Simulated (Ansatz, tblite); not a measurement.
**Ta(NH)(OSiH3)3 (H₁₀NO₃Si₃Ta): a ladder of methods and basis sets**

One table from this session's results is given with a row withheld; the runs are named, their logs left out.

The runs use Ansatz 0.2.0, Gaussian basis; as each input shows.

The runs, in order: GFN1-xTB, GFN2-xTB, PBE-D4/def2-TZVP, r2SCAN-D4/def2-TZVP, revPBE-D4/def2-TZVP, CAM-B3LYP-D4/def2-TZVP, LC-ωPBE/def2-TZVP, PBE+10HF/def2-SVP, PBE+15HF/def2-SVP, PBE+40HF/def2-SVP, PBE-D4/def2-SVP, PBE0-D4/def2-SVP, PBE0-D4/def2-TZVPD, PBE-D4/def2-TZVPD, revPBE-D4/def2-TZVPD, CCSD(T)/def2-SVP, MP2/def2-TZVP, RPA/def2-TZVP.

2 further runs of the same task are left out: 2 set aside as unsound or not needed.

### The geometry

The geometry is that of the singlet, from an earlier relaxation (PBE-D4/def2-SVP).

18 atoms, charge 0, spin multiplicity 1.

Bond lengths: Ta1–N2 1.785 Å, Ta1–O4 1.928 Å, Ta1–O9 1.928 Å, Ta1–O14 1.928 Å, N2–H3 1.020 Å, O4–Si5 1.685 Å, Si5–H6 1.505 Å, Si5–H7 1.504 Å, Si5–H8 1.504 Å, O9–Si10 1.685 Å, Si10–H11 1.504 Å, Si10–H12 1.503 Å, Si10–H13 1.503 Å, O14–Si15 1.685 Å, Si15–H16 1.504 Å, Si15–H17 1.503 Å, Si15–H18 1.503 Å. Angles: N2–Ta1–O4 108.4°, N2–Ta1–O9 108.4°, N2–Ta1–O14 108.4°, O4–Ta1–O9 110.5°, O4–Ta1–O14 110.6°, O9–Ta1–O14 110.5°, Ta1–N2–H3 180.0°, Ta1–O4–Si5 155.1°, O4–Si5–H6 110.3°, O4–Si5–H7 109.1°, O4–Si5–H8 108.9°, H6–Si5–H7 109.5°, H6–Si5–H8 109.7°, H7–Si5–H8 109.4°, Ta1–O9–Si10 155.4°, O9–Si10–H11 110.2°, O9–Si10–H12 109.0°, O9–Si10–H13 108.9° and more.

Formally the metal is d0. Ta takes a core potential in the def2 sets. No spin-orbit coupling is included.

PBE0-D4/def2-TZVP was run before; its log isn't repeated, and its numbers join the tables.

The first run:

Tight binding, by tblite at 300 K electronic temperature and without a spin-polarisation term:

```python
tblite.interface.Calculator('GFN1-xTB', numbers, positions, charge=0, uhf=0).singlepoint()
```

Tight binding, by tblite at 300 K electronic temperature and without a spin-polarisation term:

```python
tblite.interface.Calculator('GFN2-xTB', numbers, positions, charge=0, uhf=0).singlepoint()
```

start.molden holds the orbitals of an earlier run on this state, given as this run's starting guess.

File in.yaml:

```yaml
crystal:
  periodic: [false, false, false]
  atoms:
    - {symbol: Ta, position_ang: [0.014515, -0.014059, 0.102287]}
    - {symbol: N, position_ang: [0.342513, -0.184842, 1.848933]}
    - {symbol: H, position_ang: [0.529166, -0.282551, 2.846773]}
    - {symbol: O, position_ang: [1.449452, -0.858098, -0.870711]}
    - {symbol: Si, position_ang: [2.910224, -1.682691, -1.031199]}
    - {symbol: H, position_ang: [3.403717, -2.135639, 0.316911]}
    - {symbol: H, position_ang: [3.926175, -0.765739, -1.655751]}
    - {symbol: H, position_ang: [2.700887, -2.877041, -1.921186]}
    - {symbol: O, position_ang: [-0.073965, 1.865361, -0.318842]}
    - {symbol: Si, position_ang: [-0.017435, 3.515185, 0.019301]}
    - {symbol: H, position_ang: [0.273590, 3.736976, 1.478425]}
    - {symbol: H, position_ang: [-1.343439, 4.130896, -0.330255]}
    - {symbol: H, position_ang: [1.062658, 4.147159, -0.813478]}
    - {symbol: O, position_ang: [-1.666227, -0.874491, -0.288120]}
    - {symbol: Si, position_ang: [-3.065589, -1.738824, 0.078503]}
    - {symbol: H, position_ang: [-3.117037, -2.044277, 1.550577]}
    - {symbol: H, position_ang: [-3.066717, -3.021905, -0.704706]}
    - {symbol: H, position_ang: [-4.262495, -0.915441, -0.307464]}
basis:
  gaussian: {orbitals: def2-TZVP, initial_orbitals: start.molden}
hamiltonian: {xc: pbe, dispersion: d4}
scf: {omitted_lower_state_checks: [starts]}
output: {orbitals: {seedname: orbitals}}
```

Started as:

```
> ansatz run in.yaml --threads 2 --pin off --events-out ev --progress --plain --max-ram 32768MiB --backend cuda --devices 0, --max-vram 18GiB
```

Among the steps run: PBE-D4/def2-TZVP; r2SCAN-D4/def2-TZVP; revPBE-D4/def2-TZVP; CAM-B3LYP-D4/def2-TZVP; LC-ωPBE/def2-TZVP; PBE+10HF/def2-SVP; PBE+15HF/def2-SVP; PBE+40HF/def2-SVP; PBE-D4/def2-SVP; PBE0-D4/def2-SVP; PBE0-D4/def2-TZVPD; PBE-D4/def2-TZVPD; revPBE-D4/def2-TZVPD; CCSD(T)/def2-SVP; MP2/def2-TZVP; RPA/def2-TZVP.

One of the session's tables, all rows but one given; the rest of the session is left out.

It belongs to the step «Binding energy». 

| method | binding an atom (eV) |
| --- | --- |
| HF/def2-SVP | ? |
| HF/def2-TZVP | 2.809 |
| PBE-D4/def2-SVP | 3.939 |
| PBE-D4/def2-TZVP | 3.949 |
| PBE-D4/def2-TZVPD | 3.949 |
| revPBE-D4/def2-TZVP | 3.860 |
| revPBE-D4/def2-TZVPD | 3.859 |
| r2SCAN-D4/def2-TZVP | 3.926 |
| PBE0-D4/def2-SVP | 3.832 |
| PBE0-D4/def2-TZVP | 3.856 |
| PBE0-D4/def2-TZVPD | 3.857 |
| CAM-B3LYP-D4/def2-TZVP | 3.937 |
| LC-ωPBE/def2-TZVP | 3.877 |
| MP2/def2-SVP | 3.747 |
| MP2/def2-TZVP | 3.886 |
| CCSD/def2-SVP | 3.632 |
| CCSD(T)/def2-SVP | 3.685 |

Q: Estimate the row for HF/def2-SVP from the others.

**Answer.** binding an atom (eV): 2.767. In the column «binding an atom (eV)» it is the lowest.

Limits of these values: Free atoms were run apart at each level; binding is atoms less cluster, divided by the number of atoms, without zero-point or spin-orbit terms.
